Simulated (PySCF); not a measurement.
# CH5BFOP: the cost of one run

Computed with PySCF 2.14.0, with density-fitted response routines of our own, on a single molecule in the gas phase. Atoms are numbered from 0 throughout.

**1. The starting structure**

10 atoms, charge 0, multiplicity 1; geometry from: GFN2-xTB. The atoms were then displaced at random by about 0.01 Å, so the start is not that level's minimum.

Bonds of the start (Å): C0–O1 1.39, O1–B2 1.31, B2–F3 1.34, B2–P4 1.93, C0–H5 1.08, C0–H6 1.09, C0–H7 1.12, P4–H8 1.39, P4–H9 1.40.

**2. Optimising the geometry at PBE0-D3(BJ)/def2-SVP**

Job settings and geometry (Å):

```
{"job": {"xc": "PBE0", "basis": "def2-SVP", "d3": "d3bj", "grid": 1, "shake": 0.01, "kind": "geom"}, "charge": 0, "multiplicity": 1}
C     -1.739440    -0.186430     0.189430
O     -0.414500    -0.466830    -0.121600
B      0.558760     0.410370    -0.223340
F      0.392020     1.721320    -0.013690
P      2.295890    -0.222720    -0.782950
H     -2.045340    -0.725130     1.069570
H     -2.365700    -0.477050    -0.658170
H     -1.881100     0.910920     0.363220
H      2.231310    -1.408370    -0.069810
H      3.018520     0.422980     0.226280
```

Launch:

```bash
OMP_NUM_THREADS=1 python probes_run.py task.json out
```

One launch serves the whole session: the jobs run in the order shown.

Q: Estimate the wall time and peak memory of this first job on 1 thread of Arm Neoverse V1, shared host.

About 20 s, with a peak of 0.4 GiB.
